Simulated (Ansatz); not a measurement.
# Ag: stress in a strained cell

Ag is deformed so: zz strain of -3 %. What stress and forces result, by LAPW, PAW and all-electron datasets made for the crystal?

Method: DFT LDA, scalar-relativistic, in Ansatz 0.2.0.

## 1. The system as given

The structure is hexagonal, space group P6_3/mmc (No. 194). Conventional cell: a = 2.886 Å, b = 2.886 Å, c = 10.000 Å, α = 90.00°, β = 90.00°, γ = 120.00°. Ag (site symmetry -6m2) has 12 Ag at 2.89 to 3.00 Å as nearest neighbours. Ag (site symmetry -3m) has 12 Ag at 2.89 to 3.00 Å as nearest neighbours.

Coordinates:

```cif
data_structure
_symmetry_space_group_name_H-M 'P6_3/mmc'
_symmetry_Int_Tables_number 194
_cell_length_a 2.8862
_cell_length_b 2.8862
_cell_length_c 10.0000
_cell_angle_alpha 90.000
_cell_angle_beta 90.000
_cell_angle_gamma 120.000
_cell_volume 72.14
loop_
_atom_site_label
_atom_site_type_symbol
_atom_site_symmetry_multiplicity
_atom_site_Wyckoff_symbol
_atom_site_fract_x
_atom_site_fract_y
_atom_site_fract_z
_atom_site_occupancy
Ag1 Ag 2 c 0.33333 0.66667 0.25000 1
Ag2 Ag 2 a 0.00000 0.00000 0.00000 1
```

The file gives the conventional cell by its symmetry; the runs use the cell typed in the input.

Atoms are numbered in the order of the input: Ag1, Ag2, Ag3, Ag4.

## 2. The deformed structure

Space group P6_3/mmc before, P6_3/mmc after.

## 3. All-electron LAPW

File input.yaml:

```yaml
crystal:
  lattice:
    - [2.8861989086, 0.0, 0.0]
    - [-1.4430994543, 2.4995215753, 0.0]
    - [0.0, 0.0, 9.7]
  atoms:
    - { symbol: Ag, position: [0.3333333333, 0.6666666667, 0.25] }
    - { symbol: Ag, position: [0.6666666667, 0.3333333333, 0.75] }
    - { symbol: Ag, position: [0.0, 0.0, 0.0] }
    - { symbol: Ag, position: [0.0, 0.0, 0.5] }
kpoints:
  mp_grid: { grid: [14, 14, 4] }
  band_path:
    path:
      - [0.0, 0.0, 0.0]
      - [0.5, 0.0, 0.0]
      - [0.3333333333, 0.3333333333, 0.0]
      - [0.0, 0.0, 0.0]
      - [0.0, 0.0, 0.5]
      - [0.5, 0.0, 0.5]
      - [0.3333333333, 0.3333333333, 0.5]
      - [0.0, 0.0, 0.5]
      - [0.5, 0.0, 0.5]
    npoints: 5
scf:
  occupations: { method: fermi_dirac, width: 0.08 }
hamiltonian:
  xc: lda
  pseudopotentials: { kind: all_electron, lapw: { basis_error: 0.0005 } }
output:
  forces: true
  stress: true
  eigenvalues: true
```

The run is started by

```bash
$ ansatz run input.yaml --threads 1 --pin off --max-ram 6144MiB --backend cpu --events-out ev --progress --plain --runs-dir out
```

## 4. PAW on the default files

File input.yaml:

```yaml
crystal:
  lattice:
    - [2.8861989086, 0.0, 0.0]
    - [-1.4430994543, 2.4995215753, 0.0]
    - [0.0, 0.0, 9.7]
  atoms:
    - { symbol: Ag, position: [0.3333333333, 0.6666666667, 0.25] }
    - { symbol: Ag, position: [0.6666666667, 0.3333333333, 0.75] }
    - { symbol: Ag, position: [0.0, 0.0, 0.0] }
    - { symbol: Ag, position: [0.0, 0.0, 0.5] }
kpoints:
  mp_grid: { grid: [14, 14, 4] }
scf:
  occupations: { method: fermi_dirac, width: 0.08 }
hamiltonian:
  xc: lda
  pseudopotentials: { kind: paw }
output:
  forces: true
  stress: true
  eigenvalues: true
  efg: { contact_densities: true }
```

## 5. All-electron PAW on datasets made for the crystal

input.yaml, as its differences from that of step 4:

```diff
@@ -16,3 +16,3 @@
   xc: lda
-  pseudopotentials: { kind: paw }
+  pseudopotentials: { kind: all_electron, datasets: crystal }
 output:
```

(Steps that only read results are left out.)

What does the calculation give? Wanted: pressure; largest shear or deviatoric stress.

**Answer**, as computed:

| quantity | value |
| --- | --- |
| pressure | LAPW -9.30, PAW -9.29, crystal datasets -9.29 GPa |
| largest shear or deviatoric stress (LAPW) | 1.61 GPa |

**Reading.** The largest part of the stress beyond the pressure is 1.61 GPa in size, in the zz component; the atoms are carried along and not relaxed. No run of the undeformed cell stands beside it, so the pressure holds what the given cell had before the change. PAW: stress within 0.01 GPa of LAPW. Crystal datasets: stress within 0.01 GPa of LAPW.
